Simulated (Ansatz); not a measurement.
**Mo4S8NO: band structure with PBE**

Mo4S8NO, a slab with vacuum:

```
CELL_PARAMETERS angstrom
6.32600 0.00000 0.00000
-3.16300 5.47848 0.00000
0.00000 0.00000 22.16349
ATOMIC_POSITIONS crystal
S 0.66667 0.33333 0.36095
S 0.66667 0.83333 0.36095
S 0.16667 0.33333 0.36095
S 0.16667 0.83333 0.36095
Mo 0.33333 0.16667 0.42873
Mo 0.33333 0.66667 0.42873
Mo 0.83333 0.16667 0.42873
Mo 0.83333 0.66667 0.42873
S 0.66667 0.33333 0.49647
S 0.66667 0.83333 0.49647
S 0.16667 0.33333 0.49647
S 0.16667 0.83333 0.49647
N 0.16667 0.83333 0.61649
O 0.16667 0.83333 0.66882
```

The cell isn't the ideal one: NO (upright) over a top site of the (0 0 1) slab of MoS2, cut from the database cell, not relaxed.

```yaml
Program: Ansatz 0.2.0
Task: band structure
Functional: PBE
Potentials_or_basis: Ansatz PAW earlier set
Cutoff: "930 eV (not typed: the program's choice for these potentials)"
k_mesh: 5 × 5 × 1
Occupations: fermi-dirac, width 0.05 eV
Spin: no spin polarisation
Boundary_along_the_surface_normal: dipole_correction
Path: "[[\"G\", \"M\", \"K\", \"G\"]]"
Points_for_each_segment_of_the_path: 10
Miller: "[0, 0, 1]"
Adsorbate: NO
Bulk_formula: MoS2
```

The largest force is 1.513 eV/Å, the band gap on the k mesh is none (metal or under the smearing width) and the work function of the upper face is 4.16 eV. The work function of the lower face is 4.85 eV and the dipole across the slab is 0.132 e·Å.

Forces on the atoms (eV/Å):
```
S   -0.002  0.001 -1.388
S    0.000 -0.002 -1.388
S    0.002  0.001 -1.388
S    0.000  0.000 -1.424
Mo   0.000 -0.048 -0.063
Mo  -0.042  0.024 -0.063
Mo   0.000  0.000 -0.008
Mo   0.042  0.024 -0.063
S    0.013 -0.007  1.425
S    0.000  0.014  1.425
S   -0.013 -0.007  1.425
S    0.000  0.000  0.500
N    0.000  0.000  1.513
O    0.000  0.000 -0.504
```

Levels at the corners of the path, in eV from the Fermi level:
```
point  band 53  band 54  band 55  band 56  band 57  band 58  band 59  band 60  band 61  band 62
    Γ    -2.27    -1.79    -1.79    -1.74    -0.91     0.07     0.07     1.11     1.11     1.11
    M    -2.26    -1.83    -1.80    -1.78    -1.78     0.04     0.06     1.11     1.12     1.28
    K    -2.01    -1.97    -1.97    -1.92    -1.24     0.03     0.04     0.40     0.98     1.01
    Γ    -2.27    -1.79    -1.79    -1.74    -0.91     0.07     0.07     1.11     1.11     1.11
```

Run time: 3.1 min on 4 threads of Arm Neoverse V2, on a shared host, peak memory 8.1 GiB.

Caveat: an odd number of electrons without spin polarisation forces a metal; a magnetic or distorted state may lie lower.
